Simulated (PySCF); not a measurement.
# C4H10Ge: spin-spin couplings

What spin-spin couplings should C4H10Ge (`C=CC[CH2][GeH3]`) show?

Programs: PySCF 2.14.0, with density-fitted response routines of our own. Each step states its level of theory. These are calculated values for one molecule in the gas phase, unless marked as measured. Atoms count from 0, in the outputs and in this text.

### Step 1. The starting structure

15 atoms, charge 0, multiplicity 1; geometry from: GFN2-xTB.

Bonds of the start (Å): C0–C1 1.32, C1–C2 1.49, C2–C3 1.53, C3–Ge4 1.98, C0–H5 1.08, C0–H6 1.08, C1–H7 1.09, C2–H8 1.09, C2–H9 1.09, C3–H10 1.09, C3–H11 1.09, Ge4–H12 1.50, Ge4–H13 1.50, Ge4–H14 1.50.

### Step 2. Spin-spin couplings: B3LYP/pcSseg-1+pcJ-1

What the job is given:

```
{"job": {"kind": "j", "xc": "B3LYP", "basis": "pcJ-1"}, "charge": 0, "multiplicity": 1}
C     -2.344176     0.729008     0.482224
C     -1.204663     0.555746    -0.158528
C     -0.588186    -0.771256    -0.455580
C      0.747589    -0.935604     0.272482
Ge     2.116023     0.393549    -0.243155
H     -2.744275     1.707316     0.687603
H     -2.931459    -0.107388     0.826571
H     -0.627112     1.411020    -0.495090
H     -0.414439    -0.850451    -1.533788
H     -1.270224    -1.573662    -0.161742
H      1.145562    -1.931808     0.065107
H      0.582117    -0.879677     1.350123
H      1.919306     1.731238     0.395120
H      3.481482    -0.071753     0.155152
H      2.128041     0.601711    -1.725377
```

Method: B3LYP/pcJ-1 Ge:pcSseg-1 indirect spin-spin coupling, non-relativistic, gas phase.

Started as:

```console
$ OMP_NUM_THREADS=1 python probes_run.py task.json out
```

This one command runs all jobs of the session in turn.

What it wrote:

```text
coarse grid: 52856 points
cycle   1  E = -2235.1759958135  dE = -3.906e-01  |g| = 9.776e-01  |ddm| = 3.103e+00
cycle   2  E = -2235.1320738534  dE =  4.392e-02  |g| = 1.042e+00  |ddm| = 1.050e+00
cycle   3  E = -2235.2608457568  dE = -1.288e-01  |g| = 1.072e-01  |ddm| = 6.922e-01
cycle   4  E = -2235.2626117307  dE = -1.766e-03  |g| = 5.468e-02  |ddm| = 1.250e-01
cycle   5  E = -2235.2633417516  dE = -7.300e-04  |g| = 1.086e-02  |ddm| = 4.761e-02
cycle   6  E = -2235.2633684139  dE = -2.666e-05  |g| = 4.114e-03  |ddm| = 1.102e-02
cycle   7  E = -2235.2633724215  dE = -4.008e-06  |g| = 5.887e-04  |ddm| = 3.385e-03
final grid: 111592 points
cycle   8  E = -2235.2632930474  dE = -3.368e-08  |g| = 7.244e-04  |ddm| = 2.147e-03
cycle   9  E = -2235.2632928953  dE =  1.520e-07  |g| = 1.118e-03  |ddm| = 1.420e-03
cycle  10  E = -2235.2632931609  dE = -2.655e-07  |g| = 1.473e-04  |ddm| = 8.084e-04
cycle  11  E = -2235.2632931664  dE = -5.512e-09  |g| = 3.216e-05  |ddm| = 1.479e-04
cycle  12  E = -2235.2632931666  dE = -1.842e-10  |g| = 3.316e-06  |ddm| = 2.428e-05
converged SCF energy = -2235.2632931666

Indirect spin-spin couplings (Hz)
  i      j    bonds     total        FC       PSO       DSO        SD
  0 C    1 C    1     78.969    88.692    -9.882     0.158         -
  0 C    2 C    2      1.160     1.520    -0.328    -0.032         -
  0 C    3 C    3      4.031     3.913     0.141    -0.024         -
  0 C    5 H    1    163.303   162.188     0.540     0.575         -
  0 C    6 H    1    160.857   159.736     0.507     0.613         -
  0 C    7 H    2      1.697     3.371    -1.203    -0.470         -
  0 C    8 H    3      6.837     6.919     0.288    -0.371         -
  0 C    9 H    3      6.978     7.290    -0.351     0.039         -
  0 C   10 H    4      0.706     0.674     0.328    -0.296         -
  0 C   11 H    4     -0.252    -0.296     0.007     0.036         -
  0 C   12 H    5      0.205     0.140     0.065     0.000         -
  0 C   13 H    5     -0.352    -0.110     0.190    -0.432         -
  1 C    2 C    1     43.069    44.267    -1.440     0.242         -
  1 C    3 C    2     -2.276    -2.107    -0.243     0.073         -
  1 C    5 H    2     -0.942     0.843    -1.277    -0.508         -
  1 C    6 H    2     -1.171     0.748    -1.438    -0.482         -
  1 C    7 H    1    156.686   155.497     0.192     0.997         -
  1 C    8 H    2     -7.291    -7.303     0.017    -0.004         -
  1 C    9 H    2     -3.497    -3.203    -0.210    -0.084         -
  1 C   10 H    3     10.875    10.844     0.376    -0.346         -
  1 C   11 H    3      2.285     2.128    -0.033     0.189         -
  1 C   12 H    4      0.621     0.509    -0.118     0.230         -
  1 C   13 H    4      1.062     1.511     0.186    -0.635         -
  2 C    3 C    1     32.564    32.526    -0.238     0.275         -
  2 C    5 H    3     12.594    12.650     0.388    -0.443         -
  2 C    6 H    3      8.465     8.575    -0.154     0.045         -
  2 C    7 H    2      5.415     5.454     0.044    -0.084         -
  2 C    8 H    1    132.820   130.921     0.895     1.003         -
  2 C    9 H    1    136.366   134.624     0.782     0.959         -
  2 C   10 H    2     -3.489    -3.666     0.146     0.031         -
  2 C   11 H    2     -3.828    -4.046     0.180     0.037         -
  2 C   12 H    3     -0.559    -0.363     0.082    -0.278         -
  2 C   13 H    3      5.134     5.619     0.220    -0.705         -
  2 C   14 H    3      2.011     2.008    -0.030     0.033         -
  3 C    5 H    4     -1.920    -1.984     0.272    -0.208         -
  3 C    6 H    4     -1.955    -2.030     0.121    -0.046         -
  3 C    7 H    3      3.180     3.043    -0.001     0.138         -
  3 C    8 H    2     -6.029    -6.299     0.167     0.103         -
  3 C    9 H    2     -2.351    -2.579     0.198     0.031         -
  3 C   10 H    1    133.856   131.471     1.211     1.174         -
  3 C   11 H    1    138.091   135.800     1.096     1.195         -
  3 C   12 H    2      5.248     5.825     0.111    -0.688         -
  3 C   13 H    2      7.787     8.317     0.082    -0.611         -
  3 C   14 H    2      5.514     6.015     0.117    -0.618         -
  5 H    6 H    2      0.468     0.159     3.822    -3.514         -
  5 H    7 H    3     11.559    11.808     0.202    -0.450         -
  5 H    8 H    4     -1.967    -1.956     1.543    -1.555         -
  5 H    9 H    4     -0.239    -0.145     1.536    -1.630         -
  5 H   11 H    5      0.342     0.259     0.614    -0.530         -
  5 H   12 H    6      0.383     0.060     0.048     0.276         -
  5 H   13 H    6     -0.589     0.204     0.638    -1.432         -
  6 H    7 H    3     17.838    18.203     2.756    -3.120         -
  6 H    8 H    4     -2.454    -2.453     1.112    -1.113         -
  6 H    9 H    4     -0.452    -0.552    -1.546     1.646         -
  6 H   10 H    5     -0.224    -0.292     0.734    -0.667         -
  6 H   11 H    5      0.323     0.166    -0.137     0.294         -
  6 H   12 H    6      0.235     0.205     0.602    -0.572         -
  6 H   13 H    6     -0.277     0.427     0.674    -1.378         -
  7 H    8 H    3      4.927     4.580     0.324     0.023         -
  7 H    9 H    3     11.902    11.799     2.732    -2.629         -
  7 H   10 H    4     -0.322    -0.276     1.549    -1.594         -
  7 H   12 H    5      1.662     0.579    -1.469     2.551         -
  7 H   13 H    5     -2.229     0.198     0.717    -3.143         -
  7 H   14 H    5      0.370     0.063    -0.843     1.149         -
  8 H    9 H    2    -12.630   -13.064     2.326    -1.892         -
  8 H   10 H    3      4.393     3.980     0.302     0.110         -
  8 H   11 H    3     15.710    15.448     2.714    -2.452         -
  8 H   12 H    4     -1.000     0.070     0.661    -1.731         -
  8 H   13 H    4     -1.532     0.162     0.776    -2.471         -
  8 H   14 H    4      0.709    -0.101    -0.998     1.808         -
  9 H   10 H    3      4.720     4.421     0.148     0.151         -
  9 H   11 H    3      4.768     4.468     0.272     0.028         -
  9 H   12 H    4      0.351     0.901     1.145    -1.695         -
  9 H   13 H    4      1.160     2.097     1.074    -2.011         -
  9 H   14 H    4     -0.620    -0.405     1.062    -1.277         -
 10 H   11 H    2    -13.871   -14.967     2.424    -1.328         -
 10 H   12 H    3      7.725    10.219     1.615    -4.110         -
 10 H   13 H    3      2.174     2.426    -0.026    -0.226         -
 10 H   14 H    3     -1.601    -0.604     0.565    -1.562         -
 11 H   12 H    3      1.286     1.763     0.064    -0.540         -
 11 H   13 H    3     -1.467    -0.553     0.485    -1.398         -
 11 H   14 H    3      7.140     9.525     1.651    -4.036         -
 12 H   13 H    2      4.187     7.355     1.132    -4.301         -
 12 H   14 H    2      5.269     8.560     1.123    -4.413         -
 13 H   14 H    2      3.118     6.414     1.168    -4.464         -
```

Wall time 2 min (1 thread of Intel Xeon at 2.50GHz, shared host); peak memory 1 GiB.

Couplings of 1 Hz or more, nine at most for each number of bonds, with means over like pairs (isotopes 13C, 1H):

```csv
pair,bonds,J (Hz),Fermi contact (Hz),dihedral (°)
C0–H5,1,163.3,162.2,–
C0–H6,1,160.9,159.7,–
C1–H7,1,156.7,155.5,–
C3–H10,1,136.0,133.6,–
C2–H8,1,134.6,132.8,–
C0–C1,1,79.0,88.7,–
C1–C2,1,43.1,44.3,–
C2–C3,1,32.6,32.5,–
H10–H11,2,-13.9,-15.0,–
H8–H9,2,-12.6,-13.1,–
C3–H12,2,6.2,6.7,–
C2–H7,2,5.4,5.5,–
C1–H8,2,-5.4,-5.3,–
H12–H13,2,4.2,7.4,–
C3–H8,2,-4.2,-4.4,–
C2–H10,2,-3.7,-3.9,–
C1–C3,2,-2.3,-2.1,–
H6–H7,3,17.8,18.2,-180
C2–H5,3,12.6,12.7,179
H5–H7,3,11.6,11.8,0
H8–H11,3,10.2,9.9,–
C2–H6,3,8.5,8.6,-1
H7–H8,3,8.4,8.2,–
C0–H8,3,6.9,7.1,–
C1–H10,3,6.6,6.5,–
H8–H10,3,4.6,4.2,-62
C3–H6,4,-2.0,-2.0,–
C3–H5,4,-1.9,-2.0,–
H6–H8,4,-1.5,-1.5,–
H5–H8,4,-1.1,-1.1,–
```

Where two rows join the same classes of atoms, they are the two kinds of pair (J and J′ of an AA′XX′ pattern), each a mean over its own pairs alone.

The spin-dipole term was not solved, so all couplings lack that part.

The response was solved for the nuclei of C, H alone, so couplings that need other nuclei can be missing.

Quadrupole couplings from the field gradients of the same density:

```csv
atom,isotope,eQq/h (MHz),η
Ge4,73Ge,-6.558,0.23
```

### Step 3. Outcome

| quantity | value |
| --- | --- |
| largest coupling of the table (B3LYP/pcSseg-1+pcJ-1) | ¹J(C,H) C0–H5, 163.3 Hz |

In the run at B3LYP/pcSseg-1+pcJ-1, the largest coupling of the table is C0–H5, 163.3 Hz, of which the Fermi-contact term gives 162.2 Hz. Couplings across rotatable bonds belong to this one conformer; where others are populated, the observed values are averages, and the simulated multiplets take (2 J gauche + J anti)/3 across rotating chain bonds. Spin-orbit coupling is left out, which matters for shieldings and couplings at and beside the heavy atoms.
